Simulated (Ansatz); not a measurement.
# Li4NO (P4/mmm): equation of state with a fit from a Python script

A script is to give an equation of state with a fit; the system is Li4NO (P4/mmm).

All numbers are computed with the Python package of Ansatz 0.2.0. Level of theory: DFT PBE, plane waves, PAW.

**1. The system**

It takes space group P4/mmm (No. 123, tetragonal). Conventional cell: a = 3.313 Å, b = 3.313 Å, c = 4.937 Å, α = 90.00°, β = 90.00°, γ = 90.00°. Around Li (site symmetry 2mm) lie 2 O at 2.03 Å and 2 N at 2.11 Å. N (site symmetry 4/mmm) is surrounded by 8 Li at 2.11 Å. O (site symmetry 4/mmm) has 8 Li at 2.03 Å as nearest neighbours.

The script holds or builds the structure itself.

**2. The script**

Input file eos_li4no.py:

```python
"""Equation of state of Li4NO."""

from dataclasses import dataclass
import warnings

import ansatz as az
import numpy as np
from scipy.optimize import curve_fit


@dataclass
class Settings:
    width_ev: float = 0.15
    tolerance: float = 1e-08
    ecut: int = 500
    kgrid: tuple[int, ...] = (7, 7, 5)


cfg = Settings()

vectors0 = np.array([
    [3.312866, 0.0, 0.0],
    [0.0, 3.312866, 0.0],
    [0.0, 0.0, 4.936518],
])
sites = [
    ("Li", (0.0, 0.5, 0.263848)),
    ("Li", (0.5, 0.0, 0.736152)),
    ("Li", (0.0, 0.5, 0.736152)),
    ("Li", (0.5, 0.0, 0.263848)),
    ("N", (0.0, 0.0, 0.0)),
    ("O", (0.5, 0.5, 0.5)),
]


def crystal_on(cell):
    crystal = az.Crystal(lattice=az.Lattice.of(cell))
    for symbol, position in sites:
        crystal = crystal.atom(symbol, position)
    return crystal

def vinet(v, e0, v0, b0, b1):
    eta = (v / v0) ** (1 / 3)
    return e0 + 2 * b0 * v0 / (b1 - 1) ** 2 * (2 - (5 + 3 * b1 * (eta - 1) - 3 * eta) * np.exp(-1.5 * (b1 - 1) * (eta - 1)))

warnings.simplefilter("ignore", az.DeckWarning)

# scale the volume, keep shape and fractions
volumes, energies, pressures = [], [], []
for scale in np.linspace(0.95, 1.07, 5):
    cell = vectors0 * scale ** (1 / 3)
    model = (
        crystal_on(cell).calculation()
        .functional(az.Functional.PBE)
        .pseudopotentials("paw")
        .occupations(az.OccupationsMethod.GAUSSIAN, width=cfg.width_ev)
        .scf(tolerance=cfg.tolerance)
        .basis(cfg.ecut)
        .kpoints(*cfg.kgrid)
        .stress()
    )
    summary = model.run(threads=1, backend="cpu").report
    volumes.append(abs(np.linalg.det(cell)) / len(sites))
    energies.append(summary["free_energy_ev"] / len(sites))
    pressures.append(np.trace(summary["stress_gpa"]) / 3)
    print(f"V = {volumes[-1]:8.4f} A^3/atom  F = {energies[-1]:.5f} eV/atom  P = {pressures[-1]:8.3f} GPa")

guess = (min(energies), volumes[int(np.argmin(energies))], 0.5, 4.5)
(e0, v0, b0, b1), _ = curve_fit(vinet, np.array(volumes), np.array(energies), p0=guess, maxfev=20000)
print(f"Vinet fit: V0 = {v0:.4f} A^3/atom, B0 = {160.21766 * b0:.1f} GPa, B1 = {b1:.2f}")
print("largest residual", round(1000 * float(np.abs(vinet(np.array(volumes), e0, v0, b0, b1) - energies).max()), 3), "meV/atom")
```

**3. The run**

The run is started by

```sh
$ python eos_li4no.py
```

**Question.** Estimate the equilibrium volume and the bulk modulus.

As calculated:

| quantity | value |
| --- | --- |
| runs compared | 5 |
| range of energy | 15.28 meV/atom |
| lowest point, volume (Å³/atom) | 8.849 |
| equilibrium volume (fit) | 8.82 Å³/atom |
| bulk modulus (fit) | 71 GPa |

In words: A third-order Birch-Murnaghan fit through the 5 points (the script's own form differs a little) has its minimum at 8.82 Å³ an atom, 2.3 % below the typed cell, with a bulk modulus of 71 GPa and dB/dP = 3.9. From that minimum the energy rises by 1.6 meV an atom on the compressed side and 15.3 meV on the expanded side. The window is off centre, so dB/dP is rough. Caveats:
- The cell holds an odd number of electrons and is run without spin, so a magnetic state may lie lower.
- Shape and fractional positions are held along the curve, so the bulk modulus is an upper value where they are free to relax.
- For a metal this k-point mesh is coarse: on a finer one energies can move by several to tens of meV an atom and pressures by half a GPa or more, differences at one mesh by less.
- The program warned that this SCF threshold is loose for forces or stresses.
- Pressure is positive in compression.
- The structure comes from a database of computed cells and needn't be a stable or known phase.
